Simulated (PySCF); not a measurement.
# [Pb3]2+: other functionals and bases at one geometry

One table from this session's results is given with a row withheld; the runs are named, their logs left out.

The runs use PySCF 2.14.0; several levels, as the steps say, no spin–orbit coupling.

2 further runs of the same task are left out: 2 for a known fault of the program.

### The system as given

3 atoms, charge 2, spin multiplicity 3.

Bond lengths: Pb1–Pb2 3.214 Å, Pb1–Pb3 3.214 Å. Angles: Pb2–Pb1–Pb3 73.8°.

Geometry (Å):

```
atom    x (Å)    y (Å)   z (Å)
 Pb1   1.7135  -0.0006  0.0000
 Pb2  -0.8563   1.9296  0.0000
 Pb3  -0.8572  -1.9289  0.0000
```

An earlier session relaxed this geometry at PBE, Pb def2-SVP with ECP60 (triplet, point group C2v).

At PBE on the finer grid: E = -578.110253 Eh, HOMO -13.59 eV, LUMO -13.24 eV (over both spins), ⟨S²⟩ = 2.098, Mulliken charge on Pb1 +0.52 e, largest force component 0.021 eV/Å. 

Levels to run: B3LYP; r2SCAN; BLYP; PBE0; PBE, TZVP; PBE, x2c-SVP. Hardware: 2 threads of Arm Neoverse V1, shared host.

Set-up of the first run:

run.py (the lines that set the calculation) reads:

```python
mol = gto.M(atom='''
Pb     1.71353    -0.00062     0.00000
Pb    -0.85634     1.92956     0.00000
Pb    -0.85719    -1.92894     0.00000''',
    basis={'Pb': 'def2-SVP'},
    ecp={'Pb': 'def2-SVP'},
    charge=2, spin=2)
mf = dft.UKS(mol, xc='B3LYP')
mf.grids.atom_grid = (75, 302)
mf = mf.density_fit()  # fitting sets: Pb def2-universal-JKFIT
mf.conv_tol = 1e-08; mf.max_cycle = 55
mf.kernel(dm0)  # dm0: the density of the relaxed state
```

Command:

```sh
$ OMP_NUM_THREADS=2 python run.py
```

Steps of the session up to this table: B3LYP; r2SCAN; BLYP; PBE0; PBE, TZVP; PBE, x2c-SVP.

One table of the session follows, with a row left open; its other results are not shown here.

```
             level  HOMO (eV)  gap (eV)  charge on Pb1 (e)  dipole (D)  largest force component (eV/Å)
PBE (relaxed here)     -13.59      0.35               0.52        1.67                            0.02
             B3LYP     -14.01      1.24               0.52        1.69                            0.05
            r2SCAN          ?         ?                  ?           ?                               ?
              BLYP     -13.43      0.19               0.53        1.60                            0.23
              PBE0     -14.13      1.66               0.50        1.79                            0.16
         PBE, TZVP     -13.56      0.41               0.51        1.62                            0.07
      PBE, x2c-SVP     -13.63      0.32               0.51        1.69                            0.30
```

Estimate the missing values for r2SCAN.

**Answer.** HOMO (eV): -13.81; gap (eV): 0.88; charge on Pb1 (e): 0.51; dipole (D): 1.70; largest force component (eV/Å): 0.16. In the column «HOMO (eV)» it lies between B3LYP (-14.01) and PBE, x2c-SVP (-13.63).

The dipole of a charged species depends on the origin, so these sizes hold for this origin alone.

In one basis the HOMO–LUMO gap runs from 0.19 eV (BLYP) to 1.66 eV (PBE0). The largest leftover force, 0.30 eV/Å with PBE, x2c-SVP, stands at a geometry relaxed at another level. Total energies of different levels can't be compared.

To keep in mind: The state is spin-contaminated.
